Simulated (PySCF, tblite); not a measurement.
# C₄H₇N₃: geometry, infrared bands and NMR shifts

What infrared bands and NMR shifts should C₄H₇N₃ (`CCn1ccnn1`) show?

Computed with tblite 0.8.0 and PySCF 2.14.0, with density-fitted response routines of our own, on a single molecule in the gas phase. Atoms are numbered from 0 throughout.

**1. Starting geometry**

14 atoms, charge 0, multiplicity 1; geometry from: force field or distance geometry start.

Bonds of the start (Å): C0–C1 1.52, C1–N2 1.43, N2–C3 1.38, C3–C4 1.38, C4–N5 1.36, N5–N6 1.33, N6–N2 1.34, C0–H7 1.10, C0–H8 1.09, C0–H9 1.09, C1–H10 1.11, C1–H11 1.09, C3–H12 1.06, C4–H13 1.08.

**2. Geometry optimisation with GFN2-xTB**

The job: settings as JSON, then the geometry in Å.

```
{"job": {"kind": "relax", "xc": "GFN2-xTB", "basis": "xTB"}, "charge": 0, "multiplicity": 1}
C      1.918800     0.584900     0.135500
C      1.011600    -0.634400     0.092900
N     -0.376100    -0.301000     0.187200
C     -1.282300    -0.169300    -0.843400
C     -2.454600     0.150700    -0.190700
N     -2.243700     0.215900     1.146700
N     -0.961100    -0.061300     1.371200
H      1.781500     1.154900     1.070600
H      2.966900     0.290900     0.065800
H      1.681100     1.260900    -0.692400
H      1.242100    -1.311700     0.936200
H      1.166900    -1.200100    -0.825700
H     -1.029000    -0.324200    -1.862200
H     -3.422500     0.343200    -0.628700
```

Launch:

```
$ OMP_NUM_THREADS=1 python probes_run.py task.json out
```

One launch serves the whole session: the jobs run in the order shown.

**Question.** This job is followed by: GFN2-xTB harmonic vibrations, gas phase; GIAO PBE0/pcSseg-1 NMR shielding, non-relativistic, gas phase. Predict these results of the whole session: strongest single infrared mode (GFN2-xTB); zero-point energy (GFN2-xTB); 13C shifts against TMS (PBE0/pcSseg-1); 1H shifts against TMS (PBE0/pcSseg-1, means over atoms taken as alike); 15N shifts against NH3 (PBE0/pcSseg-1).

**Answer**, as computed:

| quantity | value |
| --- | --- |
| strongest single infrared mode (GFN2-xTB) | 1290 cm⁻¹, 51 km/mol |
| zero-point energy (GFN2-xTB) | 70.9 kcal/mol |
| 13C shifts against TMS (PBE0/pcSseg-1) | 138.7, 127.8, 46.5, 20.8 ppm |
| 1H shifts against TMS (PBE0/pcSseg-1, means over atoms taken as alike) | 7.81, 7.54, 4.54, 1.47 ppm |
| 15N shifts against NH3 (PBE0/pcSseg-1) | 402.7, 386.6, 274.2 ppm |

In words: The optimisation took 69 steps and gained 0.134 eV; among the close pairs (by a distance rule), N5–N6 changed most, from 1.331 to 1.278 Å. All 36 modes are real, so the xTB geometry is a minimum. The strongest single mode, at 1290 cm⁻¹, is spread over several atoms, N2, N6, N5, H11 among them. GFN2-xTB is a fitted tight-binding method: band positions and strengths are rough. Its intensities can rank the bands wrongly. At PBE0/pcSseg-1: The widest tensor belongs to N5: span 558 ppm, with a paramagnetic part of -447 ppm. NICS(1)zz of -34 ppm above the planar ring from N2 marks a diatropic (aromatic) ring current.
